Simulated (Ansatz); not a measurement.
# HfB in Ansatz: the effect of functional

HfB:

```xyz
2
Lattice="0.0000 2.2945 2.2945 2.2945 0.0000 2.2945 2.2945 2.2945 0.0000" Properties=species:S:1:pos:R:3 pbc="T T T"
Hf    2.2945    2.2945    2.2945
B     0.0000    0.0000    0.0000
```

The cell isn't the ideal one: volume scaled by 0.98.

Alike in all runs:

- Program: Ansatz 0.2.0
- Task: single point
- Potentials or basis: Ansatz PAW
- k mesh: 10 × 10 × 10
- Occupations: fermi-dirac, width 0.05 eV
- Spin: no spin polarisation

| functional | cutoff | pressure (GPa) |
| --- | --- | --- |
| LDA | 420 eV (not typed: the program's choice for these potentials) | 23.2 |
| PBE | 420 eV (not typed: the program's choice for these potentials) | 35.3 |
| PBEsol | 420 eV (not typed: the program's choice for these potentials) | ? |
| r2SCAN | 500 eV (not typed: the program's choice for these potentials) | 34.6 |

**Question.** What does the run with functional PBEsol give?

**Answer.** Pressure 28.7 GPa.

Caveats: the PAW data sets come from PBE, with cores solved anew for the run's functional, which leaves a small shift of forces and pressure (some runs).
